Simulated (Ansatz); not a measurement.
Runs of Ansatz 0.2.0 on MgC2. The structure is tetragonal, space group P4_2/mnm (No. 136). The conventional cell has a = 3.951 Å, b = 3.951 Å, c = 4.987 Å, α = 90.00°, β = 90.00°, γ = 90.00°. Around Mg (site symmetry mmm) lie 2 C at 2.17 Å. Around C (site symmetry m2m) lie 1 C at 1.26 Å. The cell comes from a database or a generator and needn't be the stable form of this composition.

```csv
level,gap on the mesh (eV),pressure (GPa),relaxed volume (Å³/atom)
PBEsol+D3(BJ),2.26,0.0,12.31
PBEsol,2.36,0.0,12.60
PBEsol+D3(BJ)-ATM,2.27,0.0,12.35
PBEsol+D4,(a),0.0,(b)
```

Alike in all rows: task relaxation of cell and atoms; potentials or basis Ansatz PAW; no spin polarisation; cell relaxed; k mesh 7 × 7 × 6; cutoff (eV) 420; smearing fermi-dirac 0.05 eV.

Problem. Fill in the values left out.

Solution. (a) 2.39; (b) 12.67.

Caveats: odd divisions of the mesh miss points on the zone boundary, where band edges often lie, so the gap on the mesh can be too wide; the plane-wave basis is chosen anew once the cell has moved, so the energies of steps on either side of that aren't comparable; the PAW data sets come from PBE, with cores solved anew for the run's functional, which leaves a small shift of forces and pressure.

A k mesh can miss the band edges.
